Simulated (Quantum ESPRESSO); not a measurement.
# Sr4P3Ir2 under changes of volume

One of the cells (27.866 Å³/atom); the others are scaled copies at fixed shape and fractional positions:

```
CELL_PARAMETERS angstrom
5.43598 0.00000 0.00000
-2.71799 4.70770 0.00000
0.00000 0.00000 9.80003
ATOMIC_POSITIONS crystal
Sr 0.50000 0.00000 0.50000
Sr 0.00000 0.50000 0.50000
Sr 0.50000 0.50000 0.50000
Sr 0.00000 0.00000 0.50000
P 0.33333 0.66667 0.00000
P 0.66667 0.33333 0.00000
P 0.00000 0.00000 0.00000
Ir 0.00000 0.00000 0.24550
Ir 0.00000 0.00000 0.75450
```

The cell was built by a generator and needn't be a form met in nature.

| Property | Result |
| --- | --- |
| Program | Quantum ESPRESSO 7.5 |
| Functional | PBE |
| Dispersion | D2 |
| Potentials or basis | SPMS 1.0 PBE |
| Cutoff | 830 eV |
| Density cutoff | 3320 eV |
| k mesh | 3 × 3 × 1 |
| Occupations | methfessel-paxton, width 0.1 eV |
| Spin | no spin polarisation |

| volume (Å³/atom) | energy over the lowest point (meV/atom) | pressure (GPa) | largest force (eV/Å) |
| --- | --- | --- | --- |
| 26.194 | 37.54 | 4.2 | 0.183 |
| 26.751 | ? | ? | ? |
| 27.308 | 13.31 | 2.6 | 0.020 |
| 27.866 | 6.05 | 1.6 | 0.145 |
| 28.423 | 1.77 | 0.8 | 0.253 |
| 28.980 | 0.00 | 0.2 | 0.349 |
| 29.538 | 0.42 | -0.4 | 0.434 |

What does the run at 26.751 Å³/atom give?

Energy over the lowest point 24.14 meV/atom; pressure 3.5 GPa; largest force 0.101 eV/Å.

Worked out: A Birch-Murnaghan fit of order 3 (a polynomial in V^(-2/3)) to the other rows has its minimum at 29.14 Å³/atom with B0 = V·E''(V) = 33 GPa and B' = 4.9 at fixed shape and positions, which overstates the stiffness. It gives 23.63 meV/atom at 26.751 Å³/atom, against the run's 24.14, and -dE/dV = 3.5 GPa, against 3.5.

Energies are extrapolated to zero smearing.

Caveats: all runs use coarse meshes; pairwise dispersion overbinds metals, which lowers pressure and volume.
